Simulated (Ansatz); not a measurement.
# PBE-QIDH/def2-SVP (core potential) run of AlSbH3F (SMILES [F][AlH][SbH2])

Aim: the electronic atomisation energy of AlSbH3F at PBE-QIDH/def2-SVP (core potential), from 5 runs. 

The calculation is run with Ansatz 0.2.0.

60 further runs of the same task are left out: 60 set aside as unsound or not needed.

## Step 1: The system as given

AlSbH3F has 6 atoms, charge 0, and is taken as a singlet. SMILES: `[F][AlH][SbH2]`. The shape is that of a PBE0-D4/def2-TZVP optimisation. This is one conformer, not always the lowest.

Bond lengths: F1–Al2 1.653 Å, Al2–Sb3 2.636 Å, Al2–H4 1.582 Å, Sb3–H5 1.710 Å, Sb3–H6 1.709 Å. Angles: F1–Al2–Sb3 116.3°, F1–Al2–H4 116.4°, Sb3–Al2–H4 127.3°, Al2–Sb3–H5 88.3°, Al2–Sb3–H6 87.8°, H5–Sb3–H6 91.6°.

## Step 2: A single-point energy at PBE-QIDH/def2-SVP (core potential)

Input file molecule.yaml:

```yaml
crystal:
  periodic: [false, false, false]
  atoms:
    - symbol: F
      position_ang: [-1.114600, -1.632400, 1.262300]
    - symbol: Al
      position_ang: [-0.336100, -1.039300, -0.069800]
    - symbol: Sb
      position_ang: [1.279900, 1.003700, 0.334800]
    - symbol: H
      position_ang: [-0.594800, -1.800700, -1.431700]
    - symbol: H
      position_ang: [0.842100, 1.592000, -1.209900]
    - symbol: H
      position_ang: [-0.034400, 1.812900, 1.068100]
basis:
  gaussian:
    orbitals: def2-SVP
hamiltonian:
  xc: {name: PBE-QIDH}
accuracy: high
output:
  orbitals: {seedname: orbitals}
correlation:
  frozen_orbitals: {Al: 5, F: 1, H: 0, Sb: 4}
```

Launch:

```sh
ansatz run molecule.yaml --threads 1 --pin off --max-ram 3480MiB --events-out events.jsonl --progress --plain --runs-dir runs
```

Output:

```text
Warning: RAYON_NUM_THREADS=1 ignored (pool sized by the plan → 1); use --threads N
Functional definition: PBE-QIDH
  name "PBE-QIDH"
  parameter a = 3^(-1/3)
  parameter c = 1/3
  exchange = (1 - a)*pbe_x + a*exact_x
  correlation = (1 - c)*pbe_c + c*(mp2_os + mp2_ss)
1642 factors; integrals over basis functions are off by at most 3.6e-9 eV
mean field evaluation 1: about -15875.2019 eV, gradient 3.0e1 eV
mean field evaluation 2: about -15875.2545 eV, gradient 3.0e1 eV
mean field evaluation 4: about -15877.0172 eV, gradient 1.1e0 eV
mean field evaluation 8: about -15877.0299 eV, gradient 1.7e-2 eV
mean field evaluation 16: about -15877.0299 eV, gradient 1.8e-5 eV
mean field -15877.02992659 eV, -583.4700879646 hartree, gradient 4.7e-8 eV, S^2 0.000000; 0 other end points of the search recorded, 0 dependent functions left out
10 core orbitals not correlated: weight in the atoms' cores, before any rotation towards them, 1.000 or more for the frozen orbitals, at most 0.000 for the correlated occupied ones
reference -15877.02992769 eV, -583.4700880053 hartree; 14, 14 occupied and 49, 49 virtual orbitals, 1642 factors
second order -11.44178239 eV of doubles, -0.00000000 eV of singles
Total energy: -15880.84385515 eV, -583.6102472543 hartree
```

Wall time 11 s (1 thread of Arm Neoverse V1, shared host); peak memory 0.23 GiB.

## Step 3: The Al atom at the same level

Input file in.yaml:

```yaml
crystal:
  periodic: [false, false, false]
  atoms:
    - symbol: Al
      position_ang: [0.000000, 0.000000, 0.000000]
basis:
  gaussian:
    orbitals: def2-SVP
magnetization:
  spin_polarized: true
  initial_magnetization: 1
hamiltonian:
  xc: {name: PBE-QIDH}
correlation:
  frozen_orbitals: {Al: 5}
accuracy: high
```

Run the same way, it converges to -242.06881 Eh (log not shown).

## Step 4: The F atom, same level

Input file job.yaml:

```yaml
crystal:
  periodic: [false, false, false]
  atoms:
    - {symbol: F, position_ang: [0.000000, 0.000000, 0.000000]}
basis:
  gaussian:
    orbitals: def2-SVP
magnetization:
  spin_polarized: true
  initial_magnetization: 1
hamiltonian:
  xc: {name: PBE-QIDH}
correlation:
  frozen_orbitals: {F: 1}
accuracy: high
```

Run the same way, it converges to -99.51840 Eh (log not shown).

## Step 5: The H atom, same level

Input file job.yaml:

```yaml
crystal:
  periodic: [false, false, false]
  atoms:
    - {symbol: H, position_ang: [0.000000, 0.000000, 0.000000]}
basis:
  gaussian:
    orbitals: def2-SVP
magnetization:
  spin_polarized: true
  initial_magnetization: 1
hamiltonian:
  xc: {name: PBE-QIDH}
correlation:
  frozen_orbitals: {H: 0}
accuracy: high
```

Launch:

```sh
ansatz run job.yaml --threads 1 --pin off --max-ram 3480MiB --events-out events.jsonl --progress --plain --runs-dir runs
```

Output, shortened:

```text
Warning: RAYON_NUM_THREADS=1 ignored (pool sized by the plan → 1); use --threads N
[... 6 set-up lines as earlier in the session ...]
15 factors; integrals over basis functions are off by at most 8.9e-10 eV
mean field evaluation 1: about -13.6204 eV, gradient 1.2e0 eV
mean field evaluation 2: about -13.6204 eV, gradient 1.2e0 eV
mean field evaluation 4: about -13.6395 eV, gradient 2.9e-4 eV
mean field evaluation 8: about -13.6394 eV, gradient 2.1e-9 eV
mean field -13.63944455 eV, -0.5012403420 hartree, gradient 3.2e-9 eV, S^2 0.750000; 0 other end points of the search recorded, 0 dependent functions left out
reference -13.63944510 eV, -0.5012403623 hartree; 1, 0 occupied and 4, 5 virtual orbitals, 15 factors
second order 0.00000000 eV of doubles, -0.00000000 eV of singles
Total energy: -13.63944510 eV, -0.5012403623 hartree
```

Run time: 0.14 s. Hardware: 1 thread of Arm Neoverse V1, shared host.

## Step 6: The Sb atom, same level

Input file in.yaml:

```yaml
crystal:
  periodic: [false, false, false]
  atoms:
    - {symbol: Sb, position_ang: [0.000000, 0.000000, 0.000000]}
basis:
  gaussian: {orbitals: def2-SVP}
magnetization: {spin_polarized: true, initial_magnetization: 3}
hamiltonian: {xc: {name: PBE-QIDH}}
correlation: {frozen_orbitals: {Sb: 4}}
accuracy: high
```

Run the same way, it converges to -239.94096 Eh (log not shown).

## Step 7: Results

Level: PBE-QIDH/def2-SVP (core potential), 10 core orbitals frozen.

| quantity | value |
| --- | --- |
| molecule: total energy | -583.61025 Eh |
| molecule: HOMO energy (SCF part's orbitals) | -8.64 eV |
| molecule: LUMO energy (SCF part's orbitals) | 0.11 eV |
| molecule: HOMO–LUMO gap (SCF part's orbitals) | 8.75 eV |
| Al atom: total energy | -242.06881 Eh |
| Al atom: ⟨S²⟩ | 0.755 |
| F atom: total energy | -99.51840 Eh |
| F atom: ⟨S²⟩ | 0.752 |
| H atom: total energy | -0.50124 Eh |
| H atom: ⟨S²⟩ | 0.750 |
| Sb atom: total energy | -239.94096 Eh |
| Sb atom: ⟨S²⟩ | 3.752 |
| electronic atomisation energy | 15.738 eV |

What this shows: Taking the molecule apart into free atoms costs 15.74 eV (363 kcal/mol), before zero-point energy and without spin-orbit coupling.
